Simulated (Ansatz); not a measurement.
# AgIr2: one candidate structure

Where does AgIr2 go from the start given, AlB2 type (P6/mmm, No. 191)?

Computed with Ansatz 0.2.0 (DFT PBE, scalar-relativistic, plane waves, PAW, unless a step's input says otherwise).

## (1) The starting structure

The structure is hexagonal, space group P6/mmm (No. 191). Conventional cell: a = 3.596 Å, b = 3.596 Å, c = 3.883 Å, α = 90.00°, β = 90.00°, γ = 120.00°. Ag (site symmetry 6/mmm) is surrounded by 12 Ir at 2.84 Å. Around Ir (site symmetry -6m2) lie 3 Ir at 2.08 Å.

As a file:

```xyz
3
Lattice="3.5961 0.0000 0.0000 -1.7981 3.1143 0.0000 0.0000 0.0000 3.8829" Properties=species:S:1:pos:R:3 pbc="T T T"
Ag    0.0000    0.0000    0.0000
Ir    0.0000    2.0762    1.9414
Ir    1.7981    1.0381    1.9414
```

(A quick probe on a coarse mesh, which set the mesh and smearing, is not shown.)

## (3) Rough relaxation on the coarse mesh

input.yaml

```yaml
crystal:
  lattice:
    - [3.5961273062, 0.0, 0.0]
    - [-1.7980636531, 3.1143376024, 0.0]
    - [0.0, 0.0, 3.8828617093]
  atoms:
    - { symbol: Ag, position: [0.0, 0.0, 0.0] }
    - { symbol: Ir, position: [0.3333333333, 0.6666666667, 0.5] }
    - { symbol: Ir, position: [0.6666666667, 0.3333333333, 0.5] }
basis:
  ecutwfc: 420
kpoints:
  mp_grid: { grid: [6, 6, 4] }
hamiltonian:
  xc: pbe
scf:
  occupations: { method: gaussian, width: 0.1 }
  lower_state_search: "off"
output:
  forces: true
  stress: true
  eigenvalues: true
relax:
  adjacent_minimum: "off"
  f_tol: 0.04
  max_steps: 70
  cell: { stress_tol: 0.4 }
```

On the command line:

```sh
> ansatz run input.yaml --threads 1 --pin off --max-ram 2560MiB --backend cpu --events-out ev --progress --plain --runs-dir out
```

The session goes on with these runs: rough relaxation on the coarse mesh; relaxing cell and atoms.

**Question.** What will these runs give?

As calculated:

Formation energies count from the elements, computed with the same settings in runs not shown here.

| quantity | value |
| --- | --- |
| cell | a = 4.468 Å, b = 4.468 Å, c = 2.741 Å, α = 90.00°, β = 90.00°, γ = 120.00° |
| space group | P6/mmm (No. 191) |
| volume | 15.80 Å³/atom |
| gap on the mesh | none (metal) |
| formation energy from the elements | +0.463 eV/atom |

What this shows: The space group stayed P6/mmm, and from the first guess the volume went from 14.50 to 15.80 Å³/atom. The formation energy of +0.46 eV/atom is positive, so the elements lie lower than this structure; another structure of the compound can lie lower. The runs treat Ir without spin-orbit coupling.
